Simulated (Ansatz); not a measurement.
**NiMoIrPdW in Ansatz: convergence with k mesh**

Input of the first run (k mesh 4 × 4 × 4); the others differ in this setting and in those tied to it:

Contents of input.yaml:

```yaml
crystal:
  lattice:
    - [-1.37004, 1.37004, 9.71647]
    - [1.37004, -1.37004, 9.71647]
    - [1.37004, 1.37004, -9.71647]
  atoms:
    - { symbol: Ni, position: [0.19862, 0.19862, 0.0], spin: 1.0 }
    - { symbol: Mo, position: [0.60922, 0.60922, 0.0], spin: 1.0 }
    - { symbol: Pd, position: [0.7931, 0.7931, 0.0] }
    - { symbol: Ir, position: [0.39944, 0.39944, 0.0], spin: 0.6 }
    - { symbol: W, position: [0.99565, 0.99565, 0.0] }
hamiltonian:
  xc: pbe
  pseudopotentials: { kind: paw }
magnetization:
  spin_polarized: true
kpoints:
  mp_grid: { grid: [4, 4, 4] }
scf:
  occupations: { method: fermi_dirac, width: 0.05 }
output:
  forces: true
  stress: true
  eigenvalues: true
```

Potentials or basis: Ansatz PAW.

The run is started by

```bash
$ ansatz run input.yaml --threads 8 --pin off --max-ram 20480MiB --backend cpu --events-out ev --progress --plain --runs-dir out
```

The cell was built by a generator and needn't be a form met in nature.

Hardware: 8 threads of Arm Neoverse V1 (shared host).

```
      k mesh  energy less the tightest run, at zero smearing (meV/atom)  pressure (GPa)  largest force (eV/Å)  SCF cycles  CPU time (s)  peak memory (GiB)
   4 × 4 × 4                                                      -2.71           -0.02                 0.711          17            19               0.54
   5 × 5 × 5                                                      43.87            0.48                 0.502          17            27               0.57
   6 × 6 × 6                                                      -7.94           -0.01                 0.380          16            40               0.61
   8 × 8 × 8                                                       4.92            0.06                 0.071          16            80               0.73
10 × 10 × 10                                                      -1.70           -0.04                 0.050          15           130               0.89
12 × 12 × 12                                                      -3.54           -0.05                 0.040          18           230                1.1
15 × 15 × 15                                                      -1.67           -0.04                 0.044          16           370                1.6
19 × 19 × 19                                                       1.26            0.01                 0.047          16           720                2.7
22 × 22 × 22                                                       0.00           -0.01                 0.072          16          1100                3.8
```

Against the tightest run, the pressure stays within 0.1 GPa from 6 × 6 × 6 on. Not settled before the last step: the energy (to 1 meV/atom), the largest force (to 0.005 eV/Å). Meshes of other sizes hit other points, so gaps and Fermi surfaces needn't settle smoothly. The tightest run that finished is the yardstick and may itself not be fully converged.

Caveat, for the tightest run too: the starting moments weren't kept. The run has no spin-orbit coupling, so splittings on Ir, W are missing.
